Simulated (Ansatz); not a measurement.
**TiSi+ (doublet): wave-function methods side by side, def2-TZVPP**

One table from this session's results is given with a row withheld; the runs are named, their logs left out.

The runs use Ansatz 0.2.0, Gaussian basis; def2-TZVPP, core rule «outside noble gas», up to 14 orbitals frozen.

Plan: UHF; ROHF; CCSD(T) on UHF.

## The geometry

The geometry is a PBE0/def2-TZVP stationary point (not a proven minimum).

2 atoms, charge 1, spin multiplicity 2.

Atoms are counted from 1 here; the program's logs count them from 0.

Bond lengths: Ti1–Si2 2.483 Å.

The first run:

The input, in.yaml:

```yaml
crystal:
  periodic: [false, false, false]
  atoms:
    - {symbol: Ti, position_ang: [0.000000, 0.000000, 0.000000]}
    - {symbol: Si, position_ang: [0.000000, 0.000000, 2.483200]}
basis:
  gaussian: {orbitals: def2-TZVPP}
total_charge: 1
magnetization: {spin_polarized: true, initial_magnetization: 1}
hamiltonian: {xc: hf}
output: {orbitals: {seedname: orbitals}}
```

On the command line:

```bash
$ ansatz run in.yaml --threads 1 --pin off --events-out ev --progress --plain --max-ram 4096MiB --backend cpu
```

Steps of the session up to this table: UHF; ROHF; CCSD(T) on UHF.

One table of the session follows, with a row left open; its other results are not shown here.

It belongs to the step «Misses and costs». 

| method | from UCCSD(T) (kJ/mol) |
| --- | --- |
| ROHF | +592.8 |
| UHF | +345.0 |
| UMP2 | +96.1 |
| UCCSD | ? |
| UCCSD(T) | 0 |

Estimate the missing values for UCCSD.

The run gave: from UCCSD(T) (kJ/mol): +23.8. In the column «from UCCSD(T) (kJ/mol)» it lies between UCCSD(T) (0) and UMP2 (+96.1).

Limits of these values: The determinant is far from a pure spin state, so its energy mixes those of several spin states (harmless only where they are near-degenerate, as at dissociation). Warnings: spin contamination; coupled cluster took another determinant than the lowest.
